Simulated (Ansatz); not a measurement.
Born–Oppenheimer molecular dynamics of a periodic cell of 17 atoms, LiMn$_{8}$O$_{8}$ (host MnO, host structure Fm-3m, interstitial Li). It starts from a relaxed structure.

Level of theory: DFT r2SCAN-D3(BJ), scalar-relativistic, plane waves, PAW (Ansatz 0.2.0). Settings: accuracy low, cutoff 500 eV, k mesh 2x2x2, fermi-dirac smearing 0.05 eV, spin collinear.

| Property | Result |
| --- | --- |
| ensemble | NVT, Langevin thermostat |
| time step | 1 fs |
| steps asked | 90 |
| set temperature | 1200 K |
| friction | 0.01 /fs |
| seed | 215282 |

First frame:

```xyz
17
Lattice="0.0000 4.4169 4.4169 4.4169 0.0000 4.4169 4.4169 4.4169 0.0000" Properties=species:S:1:pos:R:3
Mn -0.127 -0.127 0.127
O 2.169 2.168 2.249
Mn 2.337 2.336 0.128
O 4.457 4.457 2.248
Mn 2.227 -0.018 2.190
O 4.454 2.172 4.381
Mn 4.290 2.336 2.081
O 6.586 4.457 4.377
Mn -0.018 2.226 2.190
O 2.174 4.452 4.382
Mn 2.337 4.288 2.080
O 4.457 6.585 4.377
Mn 2.227 2.227 4.435
O 4.453 4.452 6.661
Mn 4.399 4.399 4.435
O 6.591 6.590 6.660
Li 5.524 5.520 7.729
```

What does the run give?

The run went to its last step.

```yaml
steps_done: 90
time_covered: 90 fs
mean_temperature_over_the_second_half: 838 K
spread_of_the_potential_energy_over_the_second_half: 20.5 meV per atom
mean_potential_energy_of_the_second_half_above_the_start: 103.7 meV per atom
```

The mean temperature of the second half is 30 % below the set value. A run of 0.09 ps of so small a system gives no equilibrium averages. No Hubbard correction was used and the magnetic state wasn't searched. Limits of this set-up: coarse k mesh, low accuracy level.

What happens to the structure?

Mean squared displacements from the first frame to the last, about the centre of mass: Mn 0.03 Å², O 0.05 Å², Li 0.17 Å². This is one draw of velocities; another would differ in detail.

How do temperature and energy run in time?


| time (fs) | T (K) | potential energy less start (eV) |
| --- | --- | --- |
| 0.0 | 1129 | 0.000 |
| 4.0 | 935 | 0.177 |
| 8.0 | 824 | 0.595 |
| 12.0 | 592 | 1.012 |
| 16.0 | 584 | 1.224 |
| 20.0 | 575 | 1.246 |
| 24.0 | 672 | 1.110 |
| 28.0 | 752 | 1.003 |
| 32.0 | 820 | 1.114 |
| 36.0 | 660 | 1.463 |
| 40.0 | 734 | 1.630 |
| 44.0 | 686 | 1.642 |
| 48.0 | 687 | 1.725 |
| 52.0 | 591 | 1.933 |
| 56.0 | 704 | 2.141 |
| 60.0 | 572 | 2.220 |
| 64.0 | 618 | 2.071 |
| 68.0 | 891 | 1.703 |
| 72.0 | 1302 | 1.250 |
| 76.0 | 1353 | 1.107 |
| 80.0 | 1020 | 1.397 |
| 84.0 | 752 | 1.823 |
| 88.0 | 721 | 2.016 |

Time of the run: 29 min on 4 threads of Arm Neoverse V1, on a shared host, peak memory 1.3 GiB.
